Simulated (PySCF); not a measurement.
# A diatomic session: CdO

One table from this session's results is given with a row withheld; the runs are named, their logs left out.

Program: PySCF 2.14.0. Level of theory: Cd def2-SVPD with ECP28, O def2-SVPD, scalar-relativistic core potentials. These are calculated values, not measurements.

The first run:

The job is set up so:

```
atoms                         : Cd, O
charge                        : 0
basis                         : Cd def2-SVPD with ECP28, O def2-SVPD
Hamiltonian                   : scalar-relativistic core potentials
basis functions               : 57
electrons treated             : 28
masses in u                   : 113.9034, 15.9949
levels                        : PBE0, PBE, r²SCAN, r²SCAN0, r²SCANh, M06, HF, MP2, SCS-MP2
grid                          : 80 radial by 434 angular points
occupations                   : held fixed by the projection of orbital angular momentum
dissociation limit            : Cd + O, each in its ground configuration
starting distance in angstrom : 2.000
values of 2S to try           : 0, 2
```

Run with:

```console
> OMP_NUM_THREADS=1 python dia.py task.json out
```

Steps of the session up to this table: Set-up; PBE0 along the bond; Other states along the same grid; PBE (GGA); r²SCAN (meta-GGA); r²SCAN0; r²SCANh (hybrid meta-GGA); M06 (hybrid meta-GGA); UHF.

One of the session's tables, all rows but one given; the rest of the session is left out.

```
  level  Re (Å)  ωe (cm⁻¹)  De (eV)  μ (D)
    PBE   2.144        385     1.25  -2.78
 r²SCAN   2.104        426     1.27  -2.80
r²SCANh   2.100        432     1.17  -2.90
   PBE0       ?          ?        ?      ?
r²SCAN0   2.093        442     1.02  -3.04
    M06   2.151        377     0.78  -3.14
```

Estimate the missing values for PBE0.

The run gave: Re (Å): 2.114; ωe (cm⁻¹): 416; De (eV): 1.01; μ (D): -3.01. In the column «Re (Å)» it lies between r²SCAN (2.104) and PBE (2.144).

De is counted to Cd + O in their ground configurations.
